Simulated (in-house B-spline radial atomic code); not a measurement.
# Ho¹¹⁺: ionisation energy by several methods

How far do functionals differ on the ionisation energy of Ho¹¹⁺? Each run solves Ho¹¹⁺ and then the next ion ([Kr] 4d10 4f7 5s2).

Method: Dirac-Coulomb, several functionals; spherical all-electron atom at the radial basis limit. Code: in-house B-spline radial atomic code version 1.

### Step 1. Starting point

* element: holmium (Z = 67)
* charge: +11
* electrons: 56
* configuration: [Kr] 4d10 4f8 5s2
* nucleus: Fermi, rms radius 5.202 fm

The outer shells:

[Kr] 4d10 4f8 5s2
```
[Kr] core
4d [↑↓][↑↓][↑↓][↑↓][↑↓]
4f [↑↓][↑ ][↑ ][↑ ][↑ ][↑ ][↑ ]
5s [↑↓]
```

The boxes only draw the filling; these runs are spin-restricted and spherical.

### Step 2. RPBE

Settings, as recorded:

```ini
Z = 67
electrons = 56.0
configuration = [Kr] 4d10 4f8 5s2
hamiltonian = dirac
method = rpbe,pbe
spin_polarised = False
nucleus = fermi
rms_radius = 5.2022
mass_number = 165
atomic_mass = 164.930329116
speed_of_light = 137.035999084
```

### Step 3. BP86

Changes to the settings of step 2:

```diff
@@ -4,3 +4,3 @@
 hamiltonian = dirac
-method = rpbe,pbe
+method = b88,p86
 spin_polarised = False
```

### Step 4. PBEsol

Changes to the settings of step 3:

```diff
@@ -4,3 +4,3 @@
 hamiltonian = dirac
-method = b88,p86
+method = pbesol
 spin_polarised = False
```

Q: The tabulated ionisation energy is 229 ± 12 eV (tabulated theoretical; NIST Atomic Spectra Database). What does each method give, and which comes nearest?

**Answer**, as computed:

| method | rung | total energy (hartree) | ΔSCF (eV) | with Breit, QED, recoil (eV) | −ε highest (eV) | corrected ΔSCF less tabulated (eV) |
| --- | --- | --- | --- | --- | --- | --- |
| RPBE | GGA | -12591.6324 | 211.11 | 211.22 | 195.58 (4f7/2) | -17.78 |
| BP86 | GGA | -12592.8231 | 211.37 | 211.47 | 195.84 (4f7/2) | -17.53 |
| PBEsol | GGA | -12587.0240 | 211.29 | 211.40 | 195.77 (4f7/2) | -17.60 |

The tabulated ionisation energy is 229 ± 12 eV (tabulated theoretical; NIST Atomic Spectra Database). BP86 comes nearest (-17.53 eV) and RPBE is farthest (-17.78 eV, 7.8 %). All methods miss on the same side by much the same amount, which points to something that they share. Open shells are averaged (over orientations, and over spins where the run is restricted), while tables refer to the lowest levels. For the semilocal functionals minus the highest level recovers only 93 % of their own ΔSCF value, a mark of self-interaction.

Members of this set that are not shown: 1 used exact exchange with fractional occupations of an open shell, which is unsound here.
